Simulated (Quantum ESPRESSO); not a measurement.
TiSn:

```
CELL_PARAMETERS angstrom
0.00000 2.80055 2.80055
2.80055 0.00000 2.80055
2.80055 2.80055 0.00000
ATOMIC_POSITIONS crystal
Ti 0.00000 0.00000 0.00000
Sn 0.50000 0.50000 0.50000
```

The cell was built by a generator and needn't be a form met in nature.

```yaml
Program: Quantum ESPRESSO 7.5
Task: Hubbard U by linear response
Functional: LDA
Potentials_or_basis: PseudoDojo 0.4.1 SR LDA standard
Cutoff: 1143 eV
Density_cutoff: 4572 eV
k_mesh: 6 × 6 × 6
Occupations: cold, width 0.2 eV
Spin: no spin polarisation
Hubbard_terms: Ti d U = 4.0 eV
Start_of_the_occupations: default
Hubbard_projectors: ortho-atomic
Form_of_the_LDA_correlation: PW92
Mixing_beta: 0.3
Most_SCF_iterations: 120
SCF_threshold: 4e-10 Ry
q_mesh: 3 × 3 × 3
```

Question: What Hubbard parameters does linear response give?

Answer: U = 4.30 eV on Ti 3d. The values belong to these projectors, potentials and this ground state, and don't carry over to other codes.

Hubbard U from linear response:
| site | manifold | U (eV) |
| --- | --- | --- |
| 1 | Ti-3d | 4.30 |
On the first site the bare response is -0.930 and the screened one -0.186 eV⁻¹.

Eigenvalues of the final occupation matrices:
```tsv
site	spin	trace	eigenvalues
Ti 1 3d	each	1.39	0.10 0.10 0.10 0.54 0.54
```

Caveat: the k mesh is coarse; U without spin polarisation on a metal has little footing; the U is typed as a test and isn't derived for this compound.
